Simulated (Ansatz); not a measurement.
**C₃H₆O₂Si: a ladder of functionals and wavefunction methods**

One table from this session's results is given with a row withheld; the runs are named, their logs left out.

The runs use Ansatz 0.2.0, Gaussian basis; functionals in def2-TZVPP, the program's frozen cores in correlated methods.

The runs, in order: PBE-D4, r2SCAN-D4, PBE0-D4, B3LYP-D4, ωB97X-V, ωB97M-V, B2PLYP; CCSD(T)/def2-TZVPP; MP2/def2-QZVPP; extrapolation to the limit.

## Structure used throughout

All runs share one geometry, relaxed beforehand with PBE0-D4 in a triple-zeta def2 set.

SMILES `C=C1C[SiH](O)O1`, 12 atoms, charge 0, spin multiplicity 1.

Atoms are counted from 1 here; the program's logs count them from 0.

Bond lengths: C1–C2 1.323 Å, C1–H7 1.081 Å, C1–H8 1.082 Å, C2–C3 1.518 Å, C2–O6 1.389 Å, C3–Si4 1.870 Å, C3–H9 1.091 Å, C3–H10 1.090 Å, Si4–O5 1.629 Å, Si4–O6 1.683 Å, Si4–H11 1.476 Å, O5–H12 0.959 Å. Angles: C2–C1–H7 119.9°, C2–C1–H8 121.0°, H7–C1–H8 119.1°, C1–C2–C3 132.0°, C1–C2–O6 124.0°, C3–C2–O6 104.0°, C2–C3–Si4 82.3°, C2–C3–H9 113.7°, C2–C3–H10 114.1°, Si4–C3–H9 117.2°, Si4–C3–H10 118.4°, H9–C3–H10 109.0°, C3–Si4–O5 121.5°, C3–Si4–O6 80.2°, C3–Si4–H11 120.4°, O5–Si4–O6 114.9°, O5–Si4–H11 104.5°, O6–Si4–H11 114.2° and more.

The first run:

in.yaml

```yaml
crystal:
  periodic: [false, false, false]
  atoms:
    - {symbol: C, position_ang: [-1.711351, -1.276894, 0.396424]}
    - {symbol: C, position_ang: [-0.684172, -0.522734, 0.041602]}
    - {symbol: C, position_ang: [0.762413, -0.497581, 0.499546]}
    - {symbol: Si, position_ang: [0.890998, 0.833128, -0.807844]}
    - {symbol: O, position_ang: [1.227767, 2.378902, -0.419883]}
    - {symbol: O, position_ang: [-0.748902, 0.474195, -0.923628]}
    - {symbol: H, position_ang: [-1.587064, -2.032851, 1.159086]}
    - {symbol: H, position_ang: [-2.680842, -1.151018, -0.067625]}
    - {symbol: H, position_ang: [0.887499, -0.189936, 1.538936]}
    - {symbol: H, position_ang: [1.296365, -1.434460, 0.339780]}
    - {symbol: H, position_ang: [1.651494, 0.590829, -2.049102]}
    - {symbol: H, position_ang: [0.772895, 2.773221, 0.326605]}
basis:
  gaussian: {orbitals: def2-TZVPP}
hamiltonian: {xc: pbe, dispersion: d4}
output: {forces: true, orbitals: {seedname: orbitals}}
```

Command:

```bash
$ ansatz run in.yaml --threads 4 --pin off --events-out ev --progress --plain --max-ram 10444MiB
```

Steps of the session up to this table: PBE-D4 (GGA); r2SCAN-D4 (meta-GGA); PBE0-D4 (hybrid); B3LYP-D4 (hybrid); ωB97X-V (range-separated); ωB97M-V (range-separated); B2PLYP (double hybrid); CCSD(T) in def2-TZVPP; MP2 in def2-QZVPP.

One of the session's tables, all rows but one given; the rest of the session is left out.

```
            method  atomisation energy (kJ/mol)
            PBE-D4                       5157.2
         r2SCAN-D4                       5056.0
           PBE0-D4                       5048.1
          B3LYP-D4                       5019.2
           ωB97X-V                       5046.1
           ωB97M-V                       5054.5
            B2PLYP                       4981.4
     HF/def2-TZVPP                       3623.0
    MP2/def2-TZVPP                       5028.0
   CCSD/def2-TZVPP                       4815.3
CCSD(T)/def2-TZVPP                       4901.0
           MP2/CBS                            ?
       CCSD(T)/CBS                       5038.6
```

**Question.** Estimate the row for MP2/CBS.

**Answer.** atomisation energy (kJ/mol): 5165.6. In the column «atomisation energy (kJ/mol)» it is the highest.

To keep in mind: Free atoms (3 C, 1 Si, 2 O, 6 H) were run apart at each level; the atomisation energy is their sum less the molecule, without zero-point or spin-orbit terms.
